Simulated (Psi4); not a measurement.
# SnNH5 (SMILES [NH2][SnH3]): revB3LYP/STO-3G (Cholesky decomposition)

Aim: the vertical ionisation energy of SnNH5 at revB3LYP/STO-3G (Cholesky decomposition), from 2 runs. The job is set up through a Python script.

The results are computed with Psi4 1.11.

1 further run of the same task is left out (it didn't finish).

## Step 1: The molecule

SnNH5: 7 atoms, total charge 0, spin state singlet. As SMILES, `[NH2][SnH3]`. The shape is that of a PBE0-D4/def2-TZVP optimisation.

Bond lengths: N1–Sn2 2.032 Å, N1–H3 1.012 Å, N1–H4 1.012 Å, Sn2–H5 1.704 Å, Sn2–H6 1.704 Å, Sn2–H7 1.717 Å. Angles: N1–Sn2–H5 105.9°, N1–Sn2–H6 105.9°, N1–Sn2–H7 113.4°, Sn2–N1–H3 112.9°, Sn2–N1–H4 112.9°, H5–Sn2–H6 112.1°, H5–Sn2–H7 109.7°, H6–Sn2–H7 109.7°, H3–N1–H4 107.1°.

## Step 2: A single-point energy at revB3LYP/STO-3G (Cholesky decomposition)

h5nsn.xyz reads:

```xyz
7
H5NSn
N     -0.499600    -1.183300     0.116600
Sn     0.136800     0.730400    -0.135600
H     -0.001800    -1.844500    -0.466500
H     -0.413700    -1.504900     1.072700
H     -0.115800     1.092800    -1.781700
H     -0.836300     1.684400     0.888000
H      1.791700     0.957100     0.260900
```

run.py reads:

```python
import psi4

psi4.set_memory('1600 MB')
psi4.set_num_threads(1)
psi4.core.set_output_file('run.log', False)

with open('h5nsn.xyz') as f:
    atoms = ''.join(f.readlines()[2:])
m = psi4.geometry('0 1\n' + atoms + 'no_reorient\nno_com')

psi4.set_options(dict(basis='STO-3G', scf_type='cd'))

E, wfn = psi4.energy('revb3lyp', molecule=m, return_wfn=True)
print('E =', round(E, 9))
for k, v in sorted(psi4.core.scalar_variables().items()):
    print(f'{k:45s} {v:18.10f}')
```

Started as:

```bash
python run.py
```

run.log (excerpt; [...] marks lines left out):

```text
[...]
  Running in c1 symmetry.
[...]
  Nuclear repulsion =  170.722079248412854
[...]
  Multiplicity = 1
[...]
  Nalpha       = 31
  Nbeta        = 31
[...]
    Number of basis functions: 37
[...]
   @RKS iter   1: -6021.62213380245339   -2.64070e+00   1.16910e-02 DIIS/ADIIS
[...]
   @RKS iter   7: -6021.78914977384738   -1.90448e-09   7.46458e-08 DIIS
[...]
    Orbital Energies [Eh]
    ---------------------
    Doubly Occupied:
       1A   -1019.286482     2A   -149.127507     3A   -141.814695
       4A   -141.814573     5A   -141.814526     6A    -27.559972
       7A    -24.886336     8A    -24.886132     9A    -24.885681
      10A    -16.980268    11A    -16.980176    12A    -16.980037
      13A    -16.979756    14A    -16.979698    15A    -14.012898
      16A     -4.048757    17A     -2.938984    18A     -2.938245
      19A     -2.937242    20A     -0.760038    21A     -0.546580
      22A     -0.546270    23A     -0.540849    24A     -0.529531
      25A     -0.529302    26A     -0.396224    27A     -0.392063
      28A     -0.268473    29A     -0.250008    30A     -0.245334
      31A     -0.108327
[...]
  @RKS Final Energy: -6021.78914977384738
   => Energetics <=
    Nuclear Repulsion Energy =            170.7220792484128538
    One-Electron Energy =               -8664.1924219730481127
    Two-Electron Energy =                2607.9374786818843859
    DFT Exchange-Correlation Energy =    -136.2562857310970799
    Empirical Dispersion Energy =           0.0000000000000000
    VV10 Nonlocal Energy =                  0.0000000000000000
    Total Energy =                      -6021.7891497738473845
[...]
 Multipole Moments:
 ------------------------------------------------------------------------------------
     Multipole            Electronic (a.u.)      Nuclear  (a.u.)        Total (a.u.)
 ------------------------------------------------------------------------------------
 L = 1.  Multiply by 2.5417464519 to convert [e a0] to [Debye]
 Dipole X            :         -6.6081671            7.1184093            0.5102422
 Dipole Y            :        -54.1001699           54.0873632           -0.0128067
 Dipole Z            :         11.4594103          -11.3202154            0.1391949
 Magnitude           :                                                    0.5290428
[...]
```

On the terminal:

```text
E = -6021.789149774
CURRENT ENERGY                                  -6021.7891497738
CURRENT REFERENCE ENERGY                        -6021.7891497738
DD SOLVATION ENERGY                                 0.0000000000
DFT FUNCTIONAL TOTAL ENERGY                     -6021.7891497738
DFT TOTAL ENERGY                                -6021.7891497738
DFT VV10 ENERGY                                     0.0000000000
DFT XC ENERGY                                    -136.2562857311
GRID ELECTRONS ALPHA                               30.9999947667
GRID ELECTRONS BETA                                30.9999947667
GRID ELECTRONS TOTAL                               61.9999895333
NUCLEAR REPULSION ENERGY                          170.7220792484
ONE-ELECTRON ENERGY                             -8664.1924219730
PCM POLARIZATION ENERGY                             0.0000000000
PE ENERGY                                           0.0000000000
SCF ITERATION ENERGY                            -6021.7891497738
SCF ITERATIONS                                      7.0000000000
SCF TOTAL ENERGY                                -6021.7891497738
TWO-ELECTRON ENERGY                              2607.9374786819
XC GRID RADIAL POINTS                              75.0000000000
XC GRID SPHERICAL POINTS                          302.0000000000
XC GRID TOTAL POINTS                           150360.0000000000
```

Run time: 2.1 s. Hardware: 1 thread of AMD EPYC 9R45 (Zen 5), shared host; peak memory 0.31 GiB.

## Step 3: The doublet cation

h5nsn.py reads:

```python
import psi4

psi4.set_memory('1600 MB')
psi4.set_num_threads(1)
psi4.set_output_file('run.log', False)

mol = psi4.geometry("""
1 2
N     -0.94410717    -2.23611292     0.22034207
Sn     0.25851453     1.38025596    -0.25624686
H     -0.00340151    -3.48559984    -0.88155724
H     -0.78177970    -2.84384884     2.02710921
H     -0.21883029     2.06509271    -3.36692504
H     -1.58037796     3.18305468     1.67807680
H      3.38582230     1.80865687     0.49302955
units au
no_reorient
no_com
""")

psi4.set_options({
    'reference': 'uks',
    'scf_type': 'cd',
})

E, wfn = psi4.energy('revb3lyp/STO-3G', return_wfn=True)
print(f'total energy {E:.8f} hartree = {E * 27.211386:.5f} eV')
```

Started as:

```bash
python h5nsn.py
```

run.log (excerpt; [...] marks lines left out):

```text
[...]
  Running in c1 symmetry.
[...]
  Nuclear repulsion =  170.722079441478940
[...]
  Multiplicity = 2
[...]
  Nalpha       = 31
  Nbeta        = 30
[...]
    Number of basis functions: 37
[...]
   @UKS iter   1: -6021.31437852493218   -2.33294e+00   1.39984e-02 DIIS/ADIIS
[...]
   @UKS iter  10: -6021.54418319711658   -4.65479e-09   7.77036e-07 DIIS
[...]
   @S^2 Observed:                7.557985262E-01
[...]
    Orbital Energies [Eh]
    ---------------------
    Alpha Occupied:
       1A   -1019.566297     2A   -149.406629     3A   -142.094227
       4A   -142.093813     5A   -142.093440     6A    -27.837359
       7A    -25.164650     8A    -25.163202     9A    -25.162458
      10A    -17.258670    11A    -17.258458    12A    -17.257630
      13A    -17.256540    14A    -17.256494    15A    -14.502148
      16A     -4.321673    17A     -3.215144    18A     -3.209772
      19A     -3.206906    20A     -1.161823    21A     -0.826670
      22A     -0.818405    23A     -0.817089    24A     -0.804274
      25A     -0.801414    26A     -0.761257    27A     -0.686537
      28A     -0.613290    29A     -0.561808    30A     -0.486999
      31A     -0.475620
[...]
  @UKS Final Energy: -6021.54418319711658
   => Energetics <=
    Nuclear Repulsion Energy =            170.7220794414789395
    One-Electron Energy =               -8646.3512714776916255
    Two-Electron Energy =                2589.9433300206869717
    DFT Exchange-Correlation Energy =    -135.8583211815898721
    Empirical Dispersion Energy =           0.0000000000000000
    VV10 Nonlocal Energy =                  0.0000000000000000
    Total Energy =                      -6021.5441831971147622
[...]
 Multipole Moments:
 ------------------------------------------------------------------------------------
     Multipole            Electronic (a.u.)      Nuclear  (a.u.)        Total (a.u.)
 ------------------------------------------------------------------------------------
 L = 1.  Multiply by 2.5417464519 to convert [e a0] to [Debye]
 Dipole X            :         -6.8785466            7.1184092            0.2398626
 Dipole Y            :        -54.9654811           54.0873631           -0.8781180
 Dipole Z            :         11.5584424          -11.3202152            0.2382272
 Magnitude           :                                                    0.9409450
[...]
```

On the terminal:

```text
total energy -6021.54418320 hartree = -163854.56309 eV
```

Run time: 3.3 s. Hardware: 1 thread of AMD EPYC 9R45 (Zen 5), shared host; peak memory 0.31 GiB.

## Step 4: Results

Level: revB3LYP/STO-3G (Cholesky decomposition).

| quantity | value |
| --- | --- |
| singlet SnNH5: total energy | -6021.78915 Eh |
| singlet SnNH5: dipole moment | 1.34 D |
| singlet SnNH5: HOMO energy | -2.95 eV |
| singlet SnNH5: LUMO energy | 6.00 eV |
| singlet SnNH5: HOMO–LUMO gap | 8.95 eV |
| doublet cation: total energy | -6021.54418 Eh |
| doublet cation: HOMO energy (highest over α and β) | -12.89 eV |
| doublet cation: LUMO energy (lowest over α and β) | -10.16 eV |
| doublet cation: ⟨S²⟩ | 0.756 |
| vertical ionisation energy (to the doublet cation) | 6.666 eV |

What this shows: Removing an electron at fixed nuclei costs 6.67 eV (154 kcal/mol). −ε(HOMO) before ionisation, 2.95 eV, is 3.72 eV below this ionisation energy. In a minimal basis such a difference can be off by several eV, whatever the method. Relativity is left out (singlet SnNH5) although the molecule holds a heavy atom. Relativity is left out (doublet cation) although the molecule holds a heavy atom.
